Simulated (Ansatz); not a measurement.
What does this script print? It uses Ansatz's Python interface.

Script `ch7bssi_deck.py`:
```python
# -*- coding: utf-8 -*-
"""CH7BSSi through the session interface."""

import ansatz
import numpy as np

DECK = """
crystal:
  periodic: [false, false, false]
  atoms:
    - { symbol: C, position_ang: [-0.8576, 1.3728, -0.1162] }
    - { symbol: Si, position_ang: [-0.274, -0.0576, 0.8261] }
    - { symbol: B, position_ang: [1.2301, -0.8067, -0.1046] }
    - { symbol: S, position_ang: [1.1553, -1.4371, -1.8539] }
    - { symbol: H, position_ang: [-1.2066, 1.0889, -1.1634] }
    - { symbol: H, position_ang: [-1.7819, 1.8647, 0.3977] }
    - { symbol: H, position_ang: [-0.0796, 2.1851, -0.2001] }
    - { symbol: H, position_ang: [-1.2906, -1.0532, 0.9147] }
    - { symbol: H, position_ang: [0.1311, 0.3878, 2.2191] }
    - { symbol: H, position_ang: [2.3104, -0.8662, 0.4789] }
    - { symbol: H, position_ang: [0.7288, -2.7356, -1.3779] }
basis:
  gaussian: { orbitals: cc-pVDZ }
hamiltonian:
  xc: hf
output:
  forces: true
"""

session = ansatz.Session.from_yaml(DECK)
r = session.plan(threads=1).execute().report

print("reference energy %16.6f eV" % r["reference_energy_ev"])
print("total energy     %16.6f eV" % r["free_energy_ev"])
print("occupied orbitals outside the frozen core (up, down):", r["n_occupied"], " frozen:", r["n_frozen"], " virtual:", r["n_virtual"])
symbols = ["C", "Si", "B", "S", "H", "H", "H", "H", "H", "H", "H"]
state = r["mean_field"]["state"]
print(f"mean field: {state['energy']['hartree']:.7f} Ha, <S^2> = {abs(state['spin_squared']):.4f}, stability: {state.get('stability', {}).get('kind')}")

print("forces (eV/A)")
for symbol, f in zip(symbols, r["forces_ev_ang"]):
    print(f"  {symbol:2s} {f[0]:9.4f} {f[1]:9.4f} {f[2]:9.4f}")
charges = r["charge_distribution"]
print("dipole moment", round(4.803205 * float(np.linalg.norm(charges["dipole_moment_e_ang"])), 3), "D")
print("Mulliken:", [(s, round(q, 3)) for s, q in zip(symbols, charges["mulliken_charges_e"])])
```

Running `python ch7bssi_deck.py` prints:
```text
reference energy    -20491.881782 eV
total energy        -20491.881782 eV
occupied orbitals outside the frozen core (up, down): [24, 24]  frozen: 0  virtual: [75, 75]
mean field: -753.0627656 Ha, <S^2> = 0.0000, stability: minimum
forces (eV/A)
  C    -2.3446    3.0161   -1.3651
  Si    0.0644    0.5005    1.9341
  B     2.5243   -0.8471    0.1036
  S    -0.6583   -2.2104    0.2594
  H     0.6031    0.3592    1.3313
  H     1.6739   -0.8475   -0.8866
  H    -0.7635   -0.8496    0.0006
  H    -1.1041   -0.9900    0.2251
  H    -0.1918   -0.1881   -0.3186
  H    -0.4005    0.0137   -0.5214
  H     0.5972    2.0432   -0.7624
dipole moment 0.817 D
Mulliken: [('C', -0.338), ('Si', 0.532), ('B', 0.015), ('S', -0.216), ('H', 0.074), ('H', 0.067), ('H', 0.06), ('H', -0.138), ('H', -0.129), ('H', -0.027), ('H', 0.101)]
```

Notes:
- Total energies depend on the basis set; only differences at equal settings carry meaning.
- The geometry is a force-field or estimated start, not a minimum of this method, and the basis set is short of its limit.
- Timing: 4.1 s on 1 thread of AMD EPYC 7R43 64-Core Processor (Zen 3), on a shared host, peak memory 0.23 GiB.

(A comment or docstring line of the script was reworded after the run, the code is as it ran; lines on the test bed's own set-up are left out of the output.)
